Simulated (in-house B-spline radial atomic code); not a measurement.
**Ho³⁺: ionisation energy by several methods**

One table from this session's results is given with a row withheld; the runs are named, their logs left out.

Method: scalar-relativistic (X2C), several functionals, spin-polarised, exact exchange averaged over the configuration; spherical all-electron atom at the radial basis limit. Code: in-house B-spline radial atomic code version 1.

**Starting point**

| Item | Value |
| --- | --- |
| element | holmium (Z = 67) |
| charge | +3 |
| electrons | 64 |
| configuration | [Xe] 4f10 |
| nucleus | Fermi, rms radius 5.202 fm |

Outer shells as boxes (Hund's rule):

[Xe] 4f10
```
[Xe] core
4f [↑↓][↑↓][↑↓][↑ ][↑ ][↑ ][↑ ]
```

Where spins are not typed, each open shell is filled with up spins first.

Set-up of the first run:

The run's settings:

```ini
Z = 67
electrons = 64.0
configuration = [Xe] 4f10
hamiltonian = x2c
method = r2scan0
spin_polarised = True
nucleus = fermi
rms_radius = 5.2022
mass_number = 165
atomic_mass = 164.930329116
speed_of_light = 137.035999084
exact_exchange = averaged over the configuration
```

On the command line:

```bash
$ python run_scf.py task.json out
```

task.json lists these runs, among others, and the program works through them in turn.

Steps of the session up to this table: r2SCAN0; ωB97X; BHandHLYP; HSE06; M06-2X; CAM-B3LYP.

One of the session's tables, all rows but one given; the rest of the session is left out.

```
   method  ΔSCF (eV)
  r2SCAN0     41.433
BHandHLYP     40.921
   M06-2X     41.422
    ωB97X     42.044
    HSE06          ?
CAM-B3LYP     42.211
```

**Question.** Estimate the row for HSE06.

As computed: ΔSCF (eV): 41.976. In the column «ΔSCF (eV)» it lies between r2SCAN0 (41.433) and ωB97X (42.044).
